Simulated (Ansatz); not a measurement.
# BBrFH2N: the cost of one run

Computed with Ansatz 0.2.0. Level: RKS BHLYP-D4/def2-SVP.

**1. Reference run: BBrFH₂N, relaxed**

File input.yaml:

```yaml
crystal:
  periodic: [false, false, false]
  atoms:
    - { symbol: B, position_ang: [0.464249, 0.517153, 0.036079] }
    - { symbol: Br, position_ang: [0.631551, -0.863297, -1.894394] }
    - { symbol: "N", position_ang: [-0.585751, -0.130337, 0.603075] }
    - { symbol: H, position_ang: [-0.669293, -1.016932, -0.386886] }
    - { symbol: F, position_ang: [1.295813, 1.516037, 0.187144] }
    - { symbol: H, position_ang: [-1.136569, -0.022725, 1.454883] }
basis:
  gaussian: { orbitals: def2-SVP }
hamiltonian:
  xc: { name: BHLYP }
  dispersion: d4
output:
  forces: true
relax:
  f_tol: 0.02
  max_steps: 120
  constraints: [{ distance: [1, 3] }, { distance: [0, 1] }, { distance: [2, 3] }]
  escape_saddle: false
```

On the command line:

```sh
$ ansatz run input.yaml --threads 1 --pin off --max-ram 2560MiB --backend cpu --events-out ev --progress --plain --runs-dir out
```

**Question.** How long does this run take on 1 thread of Arm Neoverse V1, shared host, and how much memory does it need?

About 26 s, with a peak of 0.17 GiB.
